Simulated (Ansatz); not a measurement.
## NaWO3, space group Pm-3m: the orbital character of the bands, step by step

Computed with Ansatz 0.2.0 through its Python package.

`nawo3.vasp`
```text
NaWO3
1.0
   3.86000000    0.00000000    0.00000000
   0.00000000    3.86000000    0.00000000
   0.00000000    0.00000000    3.86000000
Na W O
1 1 3
Direct
   0.00000000    0.00000000    0.00000000
   0.50000000    0.50000000    0.50000000
   0.50000000    0.50000000    0.00000000
   0.00000000    0.50000000    0.50000000
   0.50000000    0.00000000    0.50000000
```

Run as a notebook:

**Cell 1**
```python
from pathlib import Path

import ansatz as az
from ase.io import read
import pandas as pd
```

**Cell 2**
```python
atoms = read('nawo3.vasp', format='vasp')
system = az.Crystal.from_ase(atoms)
```

**Cell 3**
```python
system.resolved().tree()['lattice']
```
Output:
```text
((3.86, 0.0, 0.0), (0.0, 3.86, 0.0), (0.0, 0.0, 3.86))
```

**Cell 4**
```python
points = {'G': (0.0, 0.0, 0.0), 'X': (0.0, 0.5, 0.0), 'M': (0.5, 0.5, 0.0), 'R': (0.5, 0.5, 0.5)}
job = (
    system.calculation()
    .kpoints(mesh=(6, 6, 6))
    .occupations(az.OccupationsMethod.FERMI_DIRAC)
    .functional('pbesol', dispersion='d3bj')
    .band_structure(list(points.values()), intervals=1)
    .fat_bands()
)
history = []
result = job.session().plan().execute(on_event=lambda event: history.append(event['data']['dr2_ev']) if event['event'] == 'scf_iter' else None)
data = result.report
```
Output:
```text
DeckWarning: basis.ecutwfc = 420 eV, auto-derived from the records' recommended cutoffs: set by Na (normal level)
```

**Cell 5**
```python
{key: value for key, value in data.items() if isinstance(value, (int, float)) and 'ev' in key}
```
Output:
```text
{'gap_by_band_count_ev': -4.629898324695819,
 'fermi_energy_ev': 11.209306159225452,
 'harris_foulkes_ev': -13419.213566883123,
 'free_energy_ev': -13419.21356688498,
 'internal_energy_ev': -13419.173975171316,
 'lagrangian_ev': -13419.21356688498,
 'energy_sigma0_ev': -13419.193771028147,
 'lagrangian_sigma0_ev': -13419.193771028147,
 'lagrangian_above_aufbau_ev': -0.025863610437334872,
 'entropy_ts_ev': 0.039591713665501516,
 'loop_fermi_energy_ev': 11.209306159225452,
 'occupations_fermi_energy_ev': 11.209306159218421}
```

**Cell 6**
```python
type(result).__name__, type(data).__name__
```
Output:
```text
('RunOutcome', 'dict')
```

**Cell 7**
```python
print('density residual by iteration (eV):', ' '.join(f'{value:.1e}' for value in history[:40]))
file = Path(result.write_results('results')) / 'fatbands.tsv'
names = file.read_text().splitlines()[0].lstrip('# ').split('\t')
table = pd.read_csv(file, sep='\t', comment='#', names=names)
near = table[table.e_minus_ef.abs() < 4]
for ik, label in enumerate(points):
    print(label)
    for _, row in near[near.ik == ik].iterrows():
        main = row[names[4:]].astype(float).nlargest(2)
        print(f'   band {int(row.band):3d} {row.e_minus_ef:7.3f} eV  ' + ', '.join(f'{k} {v:.2f}' for k, v in main.items()))
```
Output:
```text
density residual by iteration (eV): 1.3e-01 8.9e-02 2.3e-04 4.3e-06 2.4e-07 7.0e-09
G
   band  17  -3.683 eV  o3_l1_2P 0.50, o2_l1_2P 0.26
   band  18  -3.683 eV  o2_l1_2P 0.42, o4_l1_2P 0.32
   band  19  -3.683 eV  o4_l1_2P 0.43, o2_l1_2P 0.30
   band  20  -1.437 eV  w1_l2_5D 1.00, na0_l0_2S 0.00
   band  21  -1.437 eV  w1_l2_5D 1.00, na0_l0_2S 0.00
   band  22  -1.437 eV  w1_l2_5D 1.00, na0_l0_2S 0.00
   band  23   2.316 eV  na0_l0_3S 0.63, o2_l0_2S 0.10
   band  24   3.494 eV  w1_l2_5D 0.70, o3_l0_2S 0.15
   band  25   3.494 eV  w1_l2_5D 0.70, o2_l0_2S 0.14
X
   band  18  -3.777 eV  o2_l1_2P 0.56, o3_l1_2P 0.42
   band  19  -3.777 eV  o3_l1_2P 0.56, o2_l1_2P 0.42
   band  20  -1.348 eV  w1_l2_5D 1.00, na0_l0_2S 0.00
   band  21   1.784 eV  w1_l2_5D 0.63, o4_l1_2P 0.36
   band  22   1.784 eV  w1_l2_5D 0.63, o4_l1_2P 0.36
   band  23   3.511 eV  w1_l2_5D 0.72, o2_l0_2S 0.11
M
   band  19  -2.855 eV  o3_l1_2P 0.50, o4_l1_2P 0.50
   band  20   1.819 eV  w1_l2_5D 0.64, o4_l1_2P 0.23
   band  21   1.819 eV  w1_l2_5D 0.64, o3_l1_2P 0.23
   band  22   3.155 eV  w1_l2_5D 0.59, o3_l1_2P 0.16
R
   band  17  -2.833 eV  o4_l1_2P 0.46, o2_l1_2P 0.29
   band  18  -2.833 eV  o4_l1_2P 0.50, o3_l1_2P 0.28
   band  19  -2.833 eV  o2_l1_2P 0.49, o3_l1_2P 0.47
   band  20   3.193 eV  w1_l2_5D 0.57, o4_l1_2P 0.17
   band  21   3.193 eV  w1_l2_5D 0.57, o3_l1_2P 0.17
   band  22   3.193 eV  w1_l2_5D 0.57, o3_l1_2P 0.17
```

Caveats:
- Absolute energies stand on the zero of these potentials, so only differences at equal settings mean something. A total without «per atom» is that of the cell as typed.
- The cell holds an odd number of electrons and is run without spin, so a magnetic state may lie lower.
- The computed bands are complete only to about 3.5 eV above the Fermi level.
- Dispersion corrections can be off by several per cent in the lattices of metals, and by several GPa in the pressure at a fixed cell.
- For a metal this k-point mesh is coarse: on a finer one energies can move by several to tens of meV an atom and pressures by half a GPa or more, differences at one mesh by less.
- The zero of the levels is a convention of the potentials, so an absolute Fermi energy is no work function.
- A gap by band count of zero or less means overlapping bands, a metal, and at an odd count of electrons it is no gap at all.
- The structure is a deposited one; some such entries were measured under pressure or heat, so a shift against it needn't be the functional's error alone.
- Levels are Kohn-Sham eigenvalues on this mesh, without spin-orbit coupling.
- Warnings are shown shortened and without file and line.
- Energies are less the Fermi level and bands count from 0. Only the largest channels are printed, equivalent atoms hold more, and in degenerate sets the split between sites is arbitrary; shells that the potentials lack have no channel.
- Wall time of the script: 3.7 s on 1 thread of Arm Neoverse V1, on a shared host, peak memory 0.46 GiB.
